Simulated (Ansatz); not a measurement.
NiMoIrPdW:

```
Ni Mo Pd Ir W
1.0
     2.77085    0.00000    0.00000
    -1.38543    2.39963    0.00000
     0.00000    0.00000   22.01961
Ni Mo Pd Ir W
2 2 2 2 2
Direct
  0.33333 0.66667 0.85081
  0.66667 0.33333 0.14919
  0.66667 0.33333 0.76059
  0.33333 0.66667 0.23941
  0.33333 0.66667 0.05329
  0.66667 0.33333 0.94671
  0.33333 0.66667 0.65827
  0.66667 0.33333 0.34173
  0.33333 0.66667 0.44418
  0.66667 0.33333 0.55582
```

The cell was built by a generator and needn't be a form met in nature.

Base run:

| Item | Value |
| --- | --- |
| Program | Ansatz 0.2.0 |
| Functional | PBE |
| Potentials or basis | Ansatz PAW |
| Cutoff | 420 eV (not typed: the program's choice for these potentials) |
| k mesh | 11 × 11 × 2 |
| Occupations | fermi-dirac, width 0.05 eV |
| Spin | collinear spin, ferromagnetic start |
| Starting moments | [1.0, 1.0, 1.0, 1.0, 0.0, 0.0, 0.6, 0.6, 0.0, 0.0] μB |

Its results: band gap on the k mesh none (metal or under the smearing width); pressure 0.0 GPa; net moment 0.00 μB per cell; largest force 0.095 eV/Å.

The run is repeated on the same cell with these changes: functional from PBE to BLYP. What comes out?

Band gap on the k mesh none (metal or under the smearing width); pressure 11.1 GPa; net moment 0.00 μB per cell; largest force 0.128 eV/Å.

BLYP binds less tightly than PBE, so the same cell stands under more pressure.

Caveats: the starting moments weren't kept; spin-orbit coupling is left out, which moves the levels of the heavy elements (some runs); the PAW data sets come from PBE, with cores solved anew for the run's functional, which leaves a small shift of forces and pressure (some runs).
